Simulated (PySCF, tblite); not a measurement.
# C₃H₁₄BN₂PSi₂: geometry, infrared bands and NMR shifts

Aim: predict the infrared bands and NMR shifts of C₃H₁₄BN₂PSi₂ (`C[P+](C)([BH2-]C#N)N([SiH3])[SiH3]`).

Programs: tblite 0.8.0 and PySCF 2.14.0, with density-fitted response routines of our own. Each step states its level of theory. These are calculated values for one molecule in the gas phase, unless marked as measured. Atoms are numbered from 0 throughout.

## 1. Starting geometry

23 atoms, charge 0, multiplicity 1; geometry from: force field or distance geometry start.

Bonds of the start (Å): C0–P1 1.82, P1–C2 1.84, P1–B3 1.91, B3–C4 1.55, C4–N5 1.15, P1–N6 1.76, N6–Si7 1.79, N6–Si8 1.79, C0–H9 1.11, C0–H10 1.10, C0–H11 1.12, C2–H12 1.12, C2–H13 1.10, C2–H14 1.11, B3–H15 1.20, B3–H16 1.18, Si7–H17 1.47, Si7–H18 1.47, Si7–H19 1.47, Si8–H20 1.46, Si8–H21 1.48, Si8–H22 1.47.

## 2. Relaxing the molecule with GFN2-xTB

The job: settings as JSON, then the geometry in Å.

```
{"job": {"kind": "relax", "xc": "GFN2-xTB", "basis": "xTB"}, "charge": 0, "multiplicity": 1}
C      0.417800    -1.501800    -1.244600
P      0.526500    -0.300200     0.116300
C      0.863900    -1.231800     1.662800
B      2.058000     0.796100    -0.181100
C      2.019900     2.007300     0.780400
N      1.986100     2.922600     1.478800
N     -0.911600     0.704900     0.304300
Si    -2.327000    -0.318800     0.711300
Si    -1.274300     1.535900    -1.238800
H      0.288500    -0.965100    -2.203100
H      1.334100    -2.107500    -1.283600
H     -0.457500    -2.178400    -1.081900
H      0.847300    -0.528100     2.531200
H      1.848300    -1.726200     1.588300
H      0.072900    -1.994900     1.808100
H      3.043100     0.157700     0.050800
H      2.071800     1.163800    -1.300300
H     -3.528300     0.521600     0.828000
H     -2.578400    -1.313000    -0.343400
H     -2.126800    -0.989800     2.006600
H     -1.627100     0.572500    -2.283200
H     -2.427100     2.441400    -1.042800
H     -0.124900     2.358900    -1.653800
```

The run is started by

```console
$ OMP_NUM_THREADS=1 python probes_run.py task.json out
```

One launch serves the whole session: the jobs run in the order shown.

**Question.** This job is followed by: GFN2-xTB harmonic vibrations, gas phase; GIAO PBE0/pcSseg-1 NMR shielding, non-relativistic, gas phase. Predict these results of the whole session: strongest single infrared mode (GFN2-xTB); zero-point energy (GFN2-xTB); 13C shifts against TMS (PBE0/pcSseg-1, means over atoms taken as alike); 1H shifts against TMS (PBE0/pcSseg-1, means over atoms taken as alike); 31P shifts against H3PO4 (PBE0/pcSseg-1); 11B shifts against BF3·OEt2 (PBE0/pcSseg-1); 15N shifts against NH3 (PBE0/pcSseg-1); 29Si shifts against TMS (PBE0/pcSseg-1, means over atoms taken as alike).

As calculated:

| quantity | value |
| --- | --- |
| strongest single infrared mode (GFN2-xTB) | 975 cm⁻¹, 510 km/mol |
| zero-point energy (GFN2-xTB) | 100.0 kcal/mol |
| 13C shifts against TMS (PBE0/pcSseg-1, means over atoms taken as alike) | 134.0, 16.1 ppm |
| 1H shifts against TMS (PBE0/pcSseg-1, means over atoms taken as alike) | 4.90, 1.71, 1.68 ppm |
| 31P shifts against H3PO4 (PBE0/pcSseg-1) | 39.2 ppm |
| 11B shifts against BF3·OEt2 (PBE0/pcSseg-1) | -46.5 ppm |
| 15N shifts against NH3 (PBE0/pcSseg-1) | 336.2, 4.8 ppm |
| 29Si shifts against TMS (PBE0/pcSseg-1, means over atoms taken as alike) | -46.2 ppm |

The optimisation took 159 steps and gained 0.821 eV; among the close pairs (by a distance rule), P1–N6 changed most, from 1.765 to 1.690 Å. No mode is imaginary among the 63: a minimum at this level. The strongest single mode, at 975 cm⁻¹, moves mainly N6. GFN2-xTB is a fitted tight-binding method: band positions and strengths are rough. Its intensities can rank the bands wrongly. At PBE0/pcSseg-1: Shielding is most anisotropic at N5 (span 548 ppm, paramagnetic term -409 ppm).
